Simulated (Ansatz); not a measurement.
# HF/STO-3G run of CH6BNO2 (SMILES COB(N)O)

Aim: the vertical ionisation energy of CH6BNO2 at HF/STO-3G, from 2 runs. 

Program for the calculation: Ansatz 0.2.0.

131 further runs of the same task are left out: 1 that didn't finish, 130 set aside as unsound or not needed.

## Step 1: The structure to begin with

CH6BNO2 has 11 atoms, charge 0, and is taken as a singlet. As SMILES, `COB(N)O`. The coordinates come from a PBE0-D4/def2-TZVP relaxation. This is one conformer, not always the lowest.

Bond lengths: C1–O2 1.404 Å, O2–B3 1.375 Å, B3–N4 1.409 Å, B3–O5 1.372 Å, C1–H6 1.096 Å, C1–H7 1.091 Å, C1–H8 1.096 Å, N4–H9 1.002 Å, N4–H10 1.003 Å, O5–H11 0.959 Å. Some angles: C1–O2–B3 120.9°, O2–B3–N4 123.5°, O2–B3–O5 117.8°, N4–B3–O5 118.7°, O2–C1–H6 111.6°, O2–C1–H7 108.2°, O2–C1–H8 111.6°, B3–N4–H9 124.4°, B3–N4–H10 121.1°, B3–O5–H11 111.1°.

## Step 2: A single-point energy at HF/STO-3G

File in.yaml:

```yaml
crystal:
  periodic: [false, false, false]
  atoms:
    - symbol: C
      position_ang: [0.713500, 0.851600, 1.129700]
    - symbol: O
      position_ang: [-0.446700, 0.102500, 0.878500]
    - symbol: B
      position_ang: [-0.644000, -0.506700, -0.338400]
    - symbol: N
      position_ang: [0.275800, -0.431900, -1.403700]
    - symbol: O
      position_ang: [-1.801000, -1.223100, -0.514800]
    - symbol: H
      position_ang: [0.801300, 1.701800, 0.443100]
    - symbol: H
      position_ang: [0.654400, 1.238600, 2.147600]
    - symbol: H
      position_ang: [1.616900, 0.236000, 1.047600]
    - symbol: H
      position_ang: [1.144100, 0.066300, -1.366900]
    - symbol: H
      position_ang: [0.095200, -0.890900, -2.277500]
    - symbol: H
      position_ang: [-2.344100, -1.201100, 0.275400]
basis:
  gaussian: {orbitals: STO-3G}
hamiltonian: {xc: hf}
output: {orbitals: {seedname: orbitals}}
accuracy: high
```

Launch:

```
$ ansatz run in.yaml --threads 1 --pin off --max-ram 3480MiB --events-out events.jsonl --progress --plain --runs-dir runs
```

Log:

```text
Warning: RAYON_NUM_THREADS=1 ignored (pool sized by the plan → 1); use --threads N
Functional definition: HF
  name "HF"
  exchange = exact_x
  correlation = 0
651 factors; integrals over basis functions are off by at most 4.6e-9 eV
mean field evaluation 1: about -7258.2813 eV, gradient 2.7e1 eV
mean field evaluation 2: about -7258.4931 eV, gradient 2.7e1 eV
mean field evaluation 4: about -7260.9382 eV, gradient 1.3e0 eV
mean field evaluation 8: about -7260.9433 eV, gradient 1.0e-5 eV
mean field -7260.94334012 eV, -266.8347461054 hartree, gradient 1.6e-8 eV, S^2 0.000000; 0 other end points of the search recorded, 0 dependent functions left out
reference -7260.94334012 eV, -266.8347461054 hartree; 20, 20 occupied and 11, 11 virtual orbitals, 651 factors
Total energy: -7260.94334012 eV, -266.8347461054 hartree
```

Wall time 0.32 s (1 thread of Arm Neoverse V1, shared host).

## Step 3: The doublet cation

File run.yaml:

```yaml
crystal:
  periodic: [false, false, false]
  atoms:
    - symbol: C
      position_ang: [0.713500, 0.851600, 1.129700]
    - symbol: O
      position_ang: [-0.446700, 0.102500, 0.878500]
    - symbol: B
      position_ang: [-0.644000, -0.506700, -0.338400]
    - symbol: "N"
      position_ang: [0.275800, -0.431900, -1.403700]
    - symbol: O
      position_ang: [-1.801000, -1.223100, -0.514800]
    - symbol: H
      position_ang: [0.801300, 1.701800, 0.443100]
    - symbol: H
      position_ang: [0.654400, 1.238600, 2.147600]
    - symbol: H
      position_ang: [1.616900, 0.236000, 1.047600]
    - symbol: H
      position_ang: [1.144100, 0.066300, -1.366900]
    - symbol: H
      position_ang: [0.095200, -0.890900, -2.277500]
    - symbol: H
      position_ang: [-2.344100, -1.201100, 0.275400]
basis:
  gaussian: {orbitals: STO-3G}
total_charge: 1
magnetization: {spin_polarized: true, initial_magnetization: 1}
hamiltonian: {xc: hf}
accuracy: high
output: {orbitals: {seedname: orbitals}}
```

Launch:

```
$ ansatz run run.yaml --threads 1 --pin off --max-ram 3480MiB --events-out events.jsonl --progress --plain --runs-dir runs
```

Log:

```text
Warning: RAYON_NUM_THREADS=1 ignored (pool sized by the plan → 1); use --threads N
Functional definition: HF
  name "HF"
  exchange = exact_x
  correlation = 0
651 factors; integrals over basis functions are off by at most 4.6e-9 eV
mean field evaluation 1: about -7250.0661 eV, gradient 2.4e1 eV
mean field evaluation 2: about -7250.2604 eV, gradient 2.4e1 eV
mean field evaluation 4: about -7254.1405 eV, gradient 2.1e0 eV
mean field evaluation 8: about -7254.2150 eV, gradient 1.7e-2 eV
mean field evaluation 16: about -7252.7590 eV, gradient 7.3e0 eV
mean field evaluation 32: about -7252.9771 eV, gradient 2.7e-1 eV
mean field -7254.21127753 eV, -266.5873473682 hartree, gradient 1.8e-8 eV, S^2 0.767709; 1 other end points of the search recorded, 0 dependent functions left out
reference -7254.21127753 eV, -266.5873473682 hartree; 20, 19 occupied and 11, 12 virtual orbitals, 651 factors
Total energy: -7254.21127753 eV, -266.5873473682 hartree
```

Run time: 0.64 s. Hardware: 1 thread of Arm Neoverse V1, shared host.

## Step 4: Results

At HF/STO-3G:

| quantity | value |
| --- | --- |
| singlet CH6BNO2: total energy | -266.83475 Eh |
| singlet CH6BNO2: HOMO energy | -8.74 eV |
| singlet CH6BNO2: LUMO energy | 11.27 eV |
| singlet CH6BNO2: HOMO–LUMO gap | 20.01 eV |
| doublet cation: total energy | -266.58735 Eh |
| doublet cation: HOMO energy (highest over α and β) | -14.67 eV |
| doublet cation: LUMO energy (lowest over α and β) | -4.86 eV |
| doublet cation: ⟨S²⟩ | 0.768 |
| vertical ionisation energy (to the doublet cation) | 6.732 eV |

In words: Removing an electron at fixed nuclei costs 6.73 eV (650 kJ/mol). The negative HOMO energy of the first species, 8.74 eV, lies 2.01 eV above that difference. In a minimal basis such a difference can be off by several eV, whatever the method.
